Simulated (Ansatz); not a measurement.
# Si4Ge: the cost of one run

Program: Ansatz 0.2.0. Level of theory: DFT PBE, scalar-relativistic, plane waves, PAW. These are calculated values, not measurements.

### Step 1. The system as given

Symmetry: P6_3/mmc, No. 194, hexagonal system. Conventional cell: a = 2.833 Å, b = 2.833 Å, c = 23.041 Å, α = 90.00°, β = 90.00°, γ = 120.00°. Si (site symmetry 3m) is surrounded by 9 Si at 2.83 Å and 3 Ge at 2.83 Å. Around Si (site symmetry 3m) lie 12 Si at 2.83 Å. Ge (site symmetry -6m2) has 6 Si at 2.83 Å and 6 Ge at 2.83 Å as nearest neighbours.

As a file:

```
Si Ge
1.0
     2.83289    0.00000    0.00000
    -1.41645    2.45336    0.00000
     0.00000    0.00000   23.04099
Si Ge
8 2
Direct
  0.33333 0.66667 0.65000
  0.33333 0.66667 0.85000
  0.33333 0.66667 0.05000
  0.33333 0.66667 0.45000
  0.66667 0.33333 0.95000
  0.66667 0.33333 0.15000
  0.66667 0.33333 0.35000
  0.66667 0.33333 0.55000
  0.33333 0.66667 0.25000
  0.66667 0.33333 0.75000
```

The start is an ordering of an alloy on its end members' structure types: elements ordered on the sites of the Co type, Si/Ge on Co (P6_3/mmc, No. 194).

### Step 2. Probe: one point on a coarse mesh

Contents of input.yaml:

```yaml
crystal:
  lattice:
    - [2.8328916, 0.0, 0.0]
    - [-1.4164458, 2.45335609, 0.0]
    - [0.0, 0.0, 23.04098943]
  atoms:
    - { symbol: Si, position: [0.33333333, 0.66666667, 0.65] }
    - { symbol: Si, position: [0.33333333, 0.66666667, 0.85] }
    - { symbol: Si, position: [0.33333333, 0.66666667, 0.05] }
    - { symbol: Si, position: [0.33333333, 0.66666667, 0.45] }
    - { symbol: Si, position: [0.66666667, 0.33333333, 0.95] }
    - { symbol: Si, position: [0.66666667, 0.33333333, 0.15] }
    - { symbol: Si, position: [0.66666667, 0.33333333, 0.35] }
    - { symbol: Si, position: [0.66666667, 0.33333333, 0.55] }
    - { symbol: Ge, position: [0.33333333, 0.66666667, 0.25] }
    - { symbol: Ge, position: [0.66666667, 0.33333333, 0.75] }
basis:
  ecutwfc: 420
kpoints:
  mp_grid: { grid: [6, 6, 1] }
hamiltonian:
  xc: pbe
scf:
  occupations: { method: gaussian, width: 0.1 }
  lower_state_search: "off"
output:
  forces: true
  stress: true
  eigenvalues: true
```

Started as:

```console
$ ansatz run input.yaml --threads 1 --pin off --max-ram 2560MiB --backend cpu --events-out ev --progress --plain --runs-dir out
```

Q: Estimate wall time and peak memory on 1 thread of Arm Neoverse V1, shared host.

About 4.9 s, with a peak of 0.38 GiB.
